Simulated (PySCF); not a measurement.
# A diatomic session: NiH

An exercise on one series of results from a longer session: the logs are not shown, and one member is left open.

Method: Ni def2-TZVPPD, H def2-TZVPPD, no relativity; program: PySCF 2.14.0.

Set-up of the first run:

The job is set up so:

```
atoms                         : Ni, H
charge                        : 0
basis                         : Ni def2-TZVPPD, H def2-TZVPPD
Hamiltonian                   : no relativity
basis functions               : 84
electrons treated             : 29
masses in u                   : 57.9353, 1.0078
levels                        : PBE0, PBE, r²SCAN, M06, PBEsol, PW91, r²SCAN0, B97-3, ωB97X-V, HF, MP2, SCS-MP2, CCSD, CCSD(T)
grid                          : 80 radial by 434 angular points
occupations                   : held fixed by the projection of orbital angular momentum
dissociation limit            : Ni + H, each in its ground configuration
starting distance in angstrom : 1.375
values of 2S to try           : 1, 3, 5
```

On the command line:

```sh
> OMP_NUM_THREADS=1 python dia.py task.json out
```

Among the steps run: Input; PBE0 along the bond; Other states along the same grid; PBE (GGA); r²SCAN; M06 (hybrid meta-GGA); PBEsol (GGA); PW91; r²SCAN0; B97-3; ωB97X-V (range-separated hybrid); ROHF; Adding correlation.

One of the session's tables, all rows but one given; the rest of the session is left out.

It belongs to the step «The curves together». Energy (eV) from each level's lowest point:

```
R (Å)   ROHF  ROHF-MP2  ROHF-SCS-MP2  ROHF-CCSD  ROHF-CCSD(T)
1.268  0.603     0.276         0.309        n/a           n/a
1.327  0.342     0.097         0.120      0.166         0.140
1.386  0.168     0.014         0.024      0.050         0.034
1.430  0.083     0.000         0.000      0.010         0.001
1.474  0.029     0.018         0.008      0.000         0.000
1.518  0.002     0.063         0.041      0.015         0.024
1.577      ?         ?             ?          ?             ?
1.651  0.041     0.300         0.247      0.169         0.200
1.739  0.136     0.511         0.438      0.328         0.371
1.857  0.316     0.825         0.727        n/a           n/a
```

Q: Estimate the row for R (Å) = 1.577 from the others.

Worked estimate for «ROHF». A straight line through the neighbours (1.518, 0.002) and (1.651, 0.041) gives 0.002 + (0.041 − 0.002) × (1.577 − 1.518) / (1.651 − 1.518) = 0.019; a parabola fitted to 4 rows on both sides gives 0.003.

**Answer.** ROHF: 0.000; ROHF-MP2: 0.152; ROHF-SCS-MP2: 0.116; ROHF-CCSD: 0.067; ROHF-CCSD(T): 0.086. In «ROHF» the line misses by +0.019 and the parabola by +0.003.

To keep in mind: The state is the lowest single determinant that the PBE0 search found; with open d or f shells the true ground state can be another one. At some levels the lowest empty orbital lies below the highest filled one (the two can be of opposite spin).
